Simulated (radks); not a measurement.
**Taking charge from the 5p level of Hg³⁺ in fractions**

Aim: follow energy and eigenvalue as charge leaves the 5p level of Hg³⁺ bit by bit, and test Janak's theorem, Slater's transition state and the straight-line condition.

The numbers are computed with radks (a radial shooting solver on a logarithmic mesh, Libxc functionals) version 1 (scalar-relativistic Kohn-Sham, r2SCAN, spin-polarised, spherical densities, finite nucleus; open shells are filled with parallel spins first), except any that are marked as measured or tabulated.

### 1 The atom as given

```
element            : mercury (Z = 80)
charge             : +3
electrons          : 77
configuration      : [Kr] 4d10 4f14 5s2 5p(up 3, down 3) 5d9
nuclear rms radius : 5.4648 fm
```

A shell typed twice in an input gives spin up, then spin down.

### 2 Start: [Kr] 4d10 4f14 5s2 5p(up 3, down 3) 5d9

Settings of this run:

```text
Z 80
configuration [Kr] 4d10 4f14 5s2 5p3 5p3 5d9
relativity scalar-relativistic
functional r2scan,r2scan
spin polarised
nucleus finite rms 5.4648 fm
c 137.035999084
```

### 3 0.25 electron removed from 5p

Settings of this run:

```text
Z 80
configuration [Kr] 4d10 4f14 5s2 5p3 5p2.75 5d9
relativity scalar-relativistic
functional r2scan,r2scan
spin polarised
nucleus finite rms 5.4648 fm
c 137.035999084
```

### 4 0.5 electron removed from 5p

Settings of this run:

```text
Z 80
configuration [Kr] 4d10 4f14 5s2 5p3 5p2.5 5d9
relativity scalar-relativistic
functional r2scan,r2scan
spin polarised
nucleus finite rms 5.4648 fm
c 137.035999084
```

### 5 0.75 electron removed from 5p

Settings of this run:

```text
Z 80
configuration [Kr] 4d10 4f14 5s2 5p3 5p2.25 5d9
relativity scalar-relativistic
functional r2scan,r2scan
spin polarised
nucleus finite rms 5.4648 fm
c 137.035999084
```

### 6 1 electron removed from 5p

Settings of this run:

```text
Z 80
configuration [Kr] 4d10 4f14 5s2 5p3 5p2 5d9
relativity scalar-relativistic
functional r2scan,r2scan
spin polarised
nucleus finite rms 5.4648 fm
c 137.035999084
```

**Question.** What will these runs give? Wanted: for each run, removed; E − E(0); eigenvalue; E minus straight line.

The runs gave:

```tsv
removed (e)	E − E(0) (eV)	eigenvalue (eV)	E minus straight line (eV)
0	0.000	-101.93	0.000
0.25	25.974	-106.05	-1.571
0.5	52.987	-110.24	-2.103
0.75	81.052	-114.47	-1.584
1	110.18	-118.76	0.000
```

What this shows: Removing the whole electron costs 110.18 eV, against 101.93 eV from minus the starting eigenvalue. Slater's transition state, half an electron removed, gives 110.24 eV. The trapezoid integral of minus the eigenvalue gives 110.28 eV over the range, against 110.18 eV from the energies (Janak's theorem; approximate here, since the scalar-relativistic density holds large components alone). The eigenvalue moves by 16.8 eV per electron. E bends below the straight line by 2.10 eV at 0.5 electron removed.
